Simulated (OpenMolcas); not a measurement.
# InSi2H7 (SMILES [SiH3][SiH2][InH2]) at 6 levels

Aim: a comparison of 6 runs (B2PLYP/def2-SVP, BLYP/def2-SVP, M06-2X/def2-SVP, PBE/def2-SVP, r2SCAN/def2-SVP, CCSD(T)/def2-SVP) of InSi2H7. 

Program for the calculation: OpenMolcas 26.06.

### 1 The structure to begin with

InSi2H7 has 10 atoms, charge 0, and is taken as a singlet. SMILES: `[SiH3][SiH2][InH2]`. Geometry: relaxed at PBE0-D4/def2-TZVP.

Bond lengths: Si1–Si2 2.339 Å, Si2–In3 2.571 Å, Si1–H4 1.488 Å, Si1–H5 1.489 Å, Si1–H6 1.489 Å, Si2–H7 1.491 Å, Si2–H8 1.492 Å, In3–H9 1.728 Å, In3–H10 1.728 Å. Some angles: Si1–Si2–In3 110.2°, Si1–Si2–H7 108.2°, Si1–Si2–H8 107.8°, In3–Si2–H7 111.9°, In3–Si2–H8 111.1°, Si2–Si1–H4 112.1°, Si2–Si1–H5 109.8°, Si2–Si1–H6 109.8°, Si2–In3–H9 121.0°, Si2–In3–H10 120.2°.

### 2 The energy at B2PLYP/def2-SVP (core potential) (run 1)

Contents of calc.input:

```
* H7InSi2 Kohn-Sham DFT
&GATEWAY
BASLIB=$CurrDir
BASISSET
Si.def2-SVP....
Si1 -1.450900 0.732300 -0.821600 angstrom
Si2 0.023100 -0.982700 -0.222400 angstrom
End of Basis
BASISSET
In.def2-SVP....
In3 1.884800 -0.062700 1.293100 angstrom
End of Basis
BASISSET
H.def2-SVP....
H4 -2.541100 0.248700 -1.711500 angstrom
H5 -0.707700 1.812100 -1.527500 angstrom
H6 -2.065700 1.320500 0.400500 angstrom
H7 -0.761300 -2.056900 0.451800 angstrom
H8 0.588700 -1.557900 -1.477300 angstrom
H9 1.761400 -0.160900 3.013900 angstrom
H10 3.268800 0.707500 0.601100 angstrom
End of Basis
&SEWARD
GRIDINPUT
Grid=UltraFine
End of Grid
&SCF
KSDFT=B2PLYP_SCF
THRESHOLDS=1e-10 1e-07 1e-07 1e-05
PRORBITALS=1 2
&MBPT2
FROZEN=14
```

The basis set def2-SVP is read from a file made from the Basis Set Exchange's data (not shown).

Run with:

```bash
$ export MOLCAS_MEM=1860
$ pymolcas calc.input > calc.log
```

The program printed:

```text
--- Start Module: gateway ---
[...]
--- Stop Module: gateway /rc=_RC_ALL_IS_WELL_ ---
[...]
      Basis functions           97
[...]
--- Start Module: scf ---
[...]
       Convergence after  12 Iterations
[...]
::    Total KS-DFT energy                            -772.4500470332
[...]
      Total spin, S                                     0.0000000000
[...]
      Total electronic charge=   56.000000
      Total            charge=   -0.000000
[...]
      Dipole Moment (debye):
      Origin of the operator (angstrom)=    0.9902   -0.0781    0.6696
                   X=  2.1510E-01               Y= -1.9832E-01               Z=  1.0547E-01           Total=  3.1100E-01
      Quadrupole Moment (debye*angstrom):
[...]
--- Stop Module: scf /rc=_RC_ALL_IS_WELL_ ---
[...]
--- Start Module: mbpt2 ---
[...]
 ###    WARNING: MP2 implementation intended for RHF references only         ###
 ###############################################################################
MBPT2 WARNING: Reference function according to RunFile:KS-DFT
I'll assume you know what you're doing and continue
WARNING!
Default frozen orbitals as non valence orbitals is overwritten by user input.
Default values:   4
[...]
       Reference weight ( Cref**2 )         =        0.81320
::    Total MBPT2 energy                             -772.8257449376
[...]
      Total MBPT2 calculations                           0.52      0.60
--- Stop Module: mbpt2 /rc=_RC_ALL_IS_WELL_ ---
[...]
```

It took 35 s on 1 thread of Intel Xeon Platinum 8259CL at 2.50GHz (Skylake/Cascade Lake), shared host; peak memory 0.54 GiB.

### 3 Energy and gradient at BLYP/def2-SVP (core potential) (run 2)

Contents of job.input:

```
* H7InSi2 Kohn-Sham DFT

&gateway
  baslib=$CurrDir
  coord
  10
  angstrom
  Si      -1.450900       0.732300      -0.821600
  Si       0.023100      -0.982700      -0.222400
  In       1.884800      -0.062700       1.293100
  H       -2.541100       0.248700      -1.711500
  H       -0.707700       1.812100      -1.527500
  H       -2.065700       1.320500       0.400500
  H       -0.761300      -2.056900       0.451800
  H        0.588700      -1.557900      -1.477300
  H        1.761400      -0.160900       3.013900
  H        3.268800       0.707500       0.601100
  basis=def2-SVP
  group=NoSym

&seward
  gridinput
  Grid=UltraFine
  End of Grid

&scf
  ksdft=BLYP
  thresholds=1e-10 1e-07 1e-07 1e-05
  prorbitals=0

&alaska
```

The basis set def2-SVP is read from a file made from the Basis Set Exchange's data (not shown).

Run with:

```bash
$ export MOLCAS_MEM=1860
$ pymolcas job.input > job.log
```

The program printed:

```text
--- Start Module: gateway ---
[...]
--- Stop Module: gateway /rc=_RC_ALL_IS_WELL_ ---
[...]
      Basis functions           97
[...]
--- Start Module: scf ---
[...]
       Convergence after  14 Iterations
[...]
::    Total KS-DFT energy                            -773.0224594592
[...]
      Total spin, S                                     0.0000000000
[...]
      Total electronic charge=   56.000000
      Total            charge=   -0.000000
[...]
      Dipole Moment (debye):
      Origin of the operator (angstrom)=    0.9902   -0.0781    0.6696
                   X=  1.0348E-01               Y= -1.8197E-01               Z=  2.9865E-02           Total=  2.1145E-01
      Quadrupole Moment (debye*angstrom):
[...]
 *              Molecular gradients               *
 **************************************************
  Irreducible representation: a
 ------------------------------------------------------------------------------------------
                              X                       Y                       Z
 ------------------------------------------------------------------------------------------
  SI1               8.83741321644038E-04   -6.89713159327532E-04    3.25368648884883E-04
  SI2               7.01886063360968E-04    1.75277166278498E-03    9.17059631371675E-04
  IN3              -1.18468271089611E-03    2.65511304772481E-04   -7.35623100538874E-04
  H4                3.84475326694700E-03    1.51081543977627E-03    3.07852515874041E-03
  H5               -2.23798046439905E-03   -3.69874176870288E-03    2.42827368573639E-03
  H6                2.21467169021272E-03   -2.09755009216250E-03   -3.89578558639903E-03
  H7                2.60704525119237E-03    3.72570037567899E-03   -2.05760500896268E-03
  H8               -1.79025900662211E-03    2.10763541166559E-03    4.15441839907071E-03
[...]
```

Wall time 58 s (1 thread of Intel Xeon Platinum 8259CL at 2.50GHz (Skylake/Cascade Lake), shared host); peak memory 0.54 GiB.

Run 3 isn't shown in full; the table further down has it.

### 4 Energy and forces at PBE/def2-SVP (core potential) (run 4)

Contents of job.input:

```
&GATEWAY
  BasLib=$CurrDir
  BasisSet
  Si.def2-SVP....
  Si1 -1.450900 0.732300 -0.821600 angstrom
  Si2 0.023100 -0.982700 -0.222400 angstrom
  End of Basis
  BasisSet
  In.def2-SVP....
  In3 1.884800 -0.062700 1.293100 angstrom
  End of Basis
  BasisSet
  H.def2-SVP....
  H4 -2.541100 0.248700 -1.711500 angstrom
  H5 -0.707700 1.812100 -1.527500 angstrom
  H6 -2.065700 1.320500 0.400500 angstrom
  H7 -0.761300 -2.056900 0.451800 angstrom
  H8 0.588700 -1.557900 -1.477300 angstrom
  H9 1.761400 -0.160900 3.013900 angstrom
  H10 3.268800 0.707500 0.601100 angstrom
  End of Basis

&SEWARD
  GridInput
  Grid=UltraFine
  End of Grid

&SCF
  KSDFT=PBE
  Thresholds=1e-10 1e-07 1e-07 1e-05
  PrOrbitals=0

&ALASKA
```

The basis set def2-SVP is read from a file made from the Basis Set Exchange's data (not shown).

Run with:

```bash
$ export MOLCAS_MEM=1860
$ pymolcas job.input > job.log
```

The program printed:

```text
--- Start Module: gateway ---
[...]
--- Stop Module: gateway /rc=_RC_ALL_IS_WELL_ ---
[...]
      Basis functions           97
[...]
--- Start Module: scf ---
[...]
       Convergence after  14 Iterations
[...]
::    Total KS-DFT energy                            -772.7824181797
[...]
      Total spin, S                                     0.0000000000
[...]
      Total electronic charge=   56.000000
      Total            charge=   -0.000000
[...]
      Dipole Moment (debye):
      Origin of the operator (angstrom)=    0.9902   -0.0781    0.6696
                   X=  1.6581E-01               Y= -1.4391E-01               Z=  8.0930E-02           Total=  2.3400E-01
      Quadrupole Moment (debye*angstrom):
[...]
 *              Molecular gradients               *
 **************************************************
  Irreducible representation: a
 ------------------------------------------------------------------------------------------
                              X                       Y                       Z
 ------------------------------------------------------------------------------------------
  SI1              -1.74105187806894E-03    2.00531728497833E-03   -8.24625076725205E-04
  SI2              -5.73564431123774E-04   -2.35361845335014E-03   -1.02750127091733E-03
  IN3               2.10293859835176E-04    3.26574202374363E-04    2.53669691080205E-04
  H4                4.65115271168948E-03    2.08908221638215E-03    3.79452866142849E-03
  H5               -3.00385667963377E-03   -4.52650648557196E-03    2.99579835573516E-03
  H6                2.63974658350419E-03   -2.49051081067853E-03   -4.99962453202718E-03
  H7                3.36582302290189E-03    4.44444268169963E-03   -2.65115130105942E-03
  H8               -2.20471185500215E-03    2.37616749964964E-03    5.24772635196502E-03
[...]
```

Run time: 59 s. Hardware: 1 thread of Intel Xeon Platinum 8259CL at 2.50GHz (Skylake/Cascade Lake), shared host; peak memory 0.54 GiB.

Run 5 isn't shown in full; the table further down has it.

### 5 A single-point energy at CCSD(T)/def2-SVP (Cholesky decomposition, core potential) (run 6)

Contents of calc.inp:

```
* H7InSi2 CCSD(T)

&GATEWAY
 BasLib=$CurrDir
 Coord
 10
 angstrom
 Si      -1.450900       0.732300      -0.821600
 Si       0.023100      -0.982700      -0.222400
 In       1.884800      -0.062700       1.293100
 H       -2.541100       0.248700      -1.711500
 H       -0.707700       1.812100      -1.527500
 H       -2.065700       1.320500       0.400500
 H       -0.761300      -2.056900       0.451800
 H        0.588700      -1.557900      -1.477300
 H        1.761400      -0.160900       3.013900
 H        3.268800       0.707500       0.601100
 Basis=def2-SVP
 Group=NoSym

&SEWARD
 High

&SCF
 Thresholds=1e-10 1e-07 1e-07 1e-05
 PrOrbitals=1 1

&CHCC
 Frozen=14
 Threshold=1e-08
 MaxIterations=80

&CHT3
 Frozen=14
```

The basis set def2-SVP is read from a file made from the Basis Set Exchange's data (not shown).

Run with:

```bash
$ export MOLCAS_MEM=1860
$ pymolcas calc.inp > calc.log
```

The program printed:

```text
--- Start Module: gateway ---
[...]
--- Stop Module: gateway /rc=_RC_ALL_IS_WELL_ ---
[...]
      Basis functions           97
[...]
       Convergence after  12 Iterations
[...]
::    Total SCF energy                               -770.9297657912
[...]
      Total spin, S                                     0.0000000000
[...]
      Total electronic charge=   56.000000
      Total            charge=   -0.000000
[...]
      Dipole Moment (debye):
      Origin of the operator (angstrom)=    0.9902   -0.0781    0.6696
                   X=  2.6263E-01               Y= -2.1445E-01               Z=  1.3600E-01           Total=  3.6532E-01
      Quadrupole Moment (debye*angstrom):
[...]
--- Start Module: chcc ---
[...]
--- Stop Module: chcc /rc=_RC_ALL_IS_WELL_ ---
[...]
--- Start Module: cht3 ---
[...]
--- Stop Module: cht3 /rc=_RC_ALL_IS_WELL_ ---
[...]
```

It took 6.2 min on 1 thread of Intel Xeon Platinum 8259CL at 2.50GHz (Skylake/Cascade Lake), shared host; peak memory 0.14 GiB.

### 6 Overview of the runs

```
run                                                      level      task  frozen core orbitals  energy (Eh)  dipole moment (D) of the reference  HOMO energy (eV)  LUMO energy (eV)  wall time
  1                           B2PLYP/def2-SVP (core potential)    energy                    14  -772.551485                                0.31             -8.06             -1.24       35 s
  2                             BLYP/def2-SVP (core potential)  gradient                     –  -773.022459                                0.21             -6.08             -2.80       58 s
  3                           M06-2X/def2-SVP (core potential)  gradient                     –  -772.977400                                0.33             -8.13             -1.68       74 s
  4                              PBE/def2-SVP (core potential)  gradient                     –  -772.782418                                0.23             -6.27             -2.88       59 s
  5                           r2SCAN/def2-SVP (core potential)  gradient                     –  -773.115337                                0.27             -6.53             -2.67       75 s
  6  CCSD(T)/def2-SVP (Cholesky decomposition, core potential)    energy                    14  -771.300677                                0.37             -9.52              0.38    6.2 min
```

### 7 Results

| quantity | value |
| --- | --- |
| run 6: total energy | -771.30068 Eh |
| run 6: dipole moment (mean-field density) | 0.37 D |
| run 6: HOMO energy (Hartree–Fock orbitals) | -9.52 eV |
| run 6: LUMO energy (Hartree–Fock orbitals) | 0.38 eV |
| run 6: HOMO–LUMO gap (Hartree–Fock orbitals) | 9.90 eV |
| run 6: correlation energy (14 core orbitals frozen) | -370.9 mEh |
| run 6: (T) correction | -10.04 mEh |

What this shows: Over runs 1, 2, 3, 4, 5 the dipole moment (its size) runs from 0.21 D (BLYP/def2-SVP) to 0.33 D (M06-2X/def2-SVP). Over runs 1, 2, 3, 4, 5 the HOMO–LUMO gap runs from 3.29 eV (BLYP/def2-SVP) to 6.82 eV (B2PLYP/def2-SVP). A double hybrid's value is that of its SCF part. For B2PLYP the log adds the whole second-order term; the table takes 0.27 of it, as the functional is defined. Totals of different functionals can't be ranked against each other. All runs together took 11 min, the longest 6.2 min.
